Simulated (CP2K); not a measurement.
## AgCl: one setting at a time in CP2K

Simulated with CP2K 2026.2. This is a test of settings. The cell began as a measured structure and was relaxed with r2SCAN in plane waves (Ansatz 0.2.0). All runs are without spin polarisation.

Space group Fm-3m (No. 225), cubic; a = 5.546 Å in the conventional setting, 21.33 Å³ an atom. Around Ag lie 6 Cl at 2.77 Å; around Cl lie 6 Ag at 2.77 Å.

The base run uses PBE in the SZV-MOLOPT-SR basis.

```
&GLOBAL
 PROJECT run
 RUN_TYPE ENERGY_FORCE
 PRINT_LEVEL LOW
&END GLOBAL
&FORCE_EVAL
 METHOD QS
 STRESS_TENSOR ANALYTICAL
 &DFT
  BASIS_SET_FILE_NAME BASIS_MOLOPT
  POTENTIAL_FILE_NAME GTH_POTENTIALS
  &QS
   EXTRAPOLATION USE_GUESS
  &END QS
  &MGRID
   CUTOFF 350
   REL_CUTOFF 50
  &END MGRID
  &XC
   &XC_FUNCTIONAL PBE
   &END XC_FUNCTIONAL
  &END XC
  &KPOINTS
   SCHEME MONKHORST-PACK 5 5 5
   SYMMETRY F
   FULL_GRID F
  &END KPOINTS
  &SCF
   ADDED_MOS 8
   EPS_SCF 1e-6
   MAX_SCF 80
   &DIAGONALIZATION
   &END DIAGONALIZATION
   &MIXING
    METHOD BROYDEN_MIXING
    ALPHA 0.3
   &END MIXING
   &SMEAR
    METHOD FERMI_DIRAC
    ELECTRONIC_TEMPERATURE [K] 232
   &END SMEAR
   &PRINT
    &ITERATION_INFO
    &END ITERATION_INFO
   &END PRINT
  &END SCF
  &PRINT
   &BAND_STRUCTURE
    FILE_NAME bands.bs
    ADDED_MOS 6
    &KPOINT_SET
     UNITS B_VECTOR
     SPECIAL_POINT 0.00000000 0.00000000 0.00000000
     NPOINTS 0
    &END KPOINT_SET
    &KPOINT_SET
     UNITS B_VECTOR
     SPECIAL_POINT 0.50000000 0.00000000 0.50000000
     NPOINTS 0
    &END KPOINT_SET
    &KPOINT_SET
     UNITS B_VECTOR
     SPECIAL_POINT 0.62500000 0.25000000 0.62500000
     NPOINTS 0
    &END KPOINT_SET
    &KPOINT_SET
     UNITS B_VECTOR
     SPECIAL_POINT 0.37500000 0.37500000 0.75000000
     NPOINTS 0
    &END KPOINT_SET
    &KPOINT_SET
     UNITS B_VECTOR
     SPECIAL_POINT 0.50000000 0.50000000 0.50000000
     NPOINTS 0
    &END KPOINT_SET
    &KPOINT_SET
     UNITS B_VECTOR
     SPECIAL_POINT 0.50000000 0.25000000 0.75000000
     NPOINTS 0
    &END KPOINT_SET
    &KPOINT_SET
     UNITS B_VECTOR
     SPECIAL_POINT 0.00000000 0.00000000 0.50000000
     NPOINTS 0
    &END KPOINT_SET
    &KPOINT_SET
     UNITS B_VECTOR
     SPECIAL_POINT 0.03750000 0.03750000 0.07500000
     NPOINTS 0
    &END KPOINT_SET
   &END BAND_STRUCTURE
  &END PRINT
 &END DFT
 &SUBSYS
  &CELL
   A 3.92185826 0.00000000 0.00000000
   B 1.96092913 3.39642888 0.00000000
   C 1.96092913 1.13214296 3.20218386
  &END CELL
  &COORD
   SCALED
   Ag 0.00000000 -0.00000000 -0.00000000
   Cl 0.50000000 0.50000000 0.50000000
  &END COORD
  &KIND Ag
   BASIS_SET SZV-MOLOPT-SR-GTH
   POTENTIAL GTH-PBE
  &END KIND
  &KIND Cl
   BASIS_SET SZV-MOLOPT-SR-GTH
   POTENTIAL GTH-PBE
  &END KIND
 &END SUBSYS
 &PRINT
  &STRESS_TENSOR
  &END STRESS_TENSOR
  &FORCES
  &END FORCES
 &END PRINT
&END FORCE_EVAL
```

Command: `cp2k.psmp -i run.inp`. It took 3.4 s on 2 threads of Arm Neoverse V1, on a shared host, peak memory 0.2 GiB.

It converged with a gap of 0.76 eV and a pressure of 8.53 GPa (positive in compression). Pressures on CP2K's grid carry noise of some tenths of a GPa.

Each further run moved one setting: XC_FUNCTIONAL (functional, with the PBE potentials kept); EPS_SCF (SCF threshold); KPOINTS (Monkhorst-Pack mesh); CUTOFF (density grid cutoff in Ry); ALPHA (mixing weight). Changes are from the base run, which isn't itself converged in every setting; energies of another Hamiltonian, functional, basis or charge aren't compared, and those at a high electronic temperature are mostly its entropy term. CP2K's gap is over the listed points.

```
                      setting  how it ended  gap change (eV)  energy change (meV/atom)  pressure change (GPa)  time (s)
         XC_FUNCTIONAL = BLYP     converged             0.21                         –                   3.28       3.3
               EPS_SCF = 1e-4     converged             0.00                       0.0                   0.00       2.7
         XC_FUNCTIONAL = PADE     converged            -0.58                         –                  -5.31       3.2
              KPOINTS = 7x7x7     converged             0.00                      -0.8                  -0.01       4.7
                 CUTOFF = 200     converged             0.00                      -0.3                   0.01       3.2
ALPHA = 1.5 (poor on purpose)     converged             0.00                       0.0                   0.00       3.4
```

EPS_SCF = 1e-4 changes nothing that matters here. KPOINTS = 7x7x7 changes nothing that matters here. CUTOFF = 200 changes nothing that matters here. ALPHA = 1.5 changes nothing that matters here.

The runs are scalar-relativistic, without spin-orbit coupling.
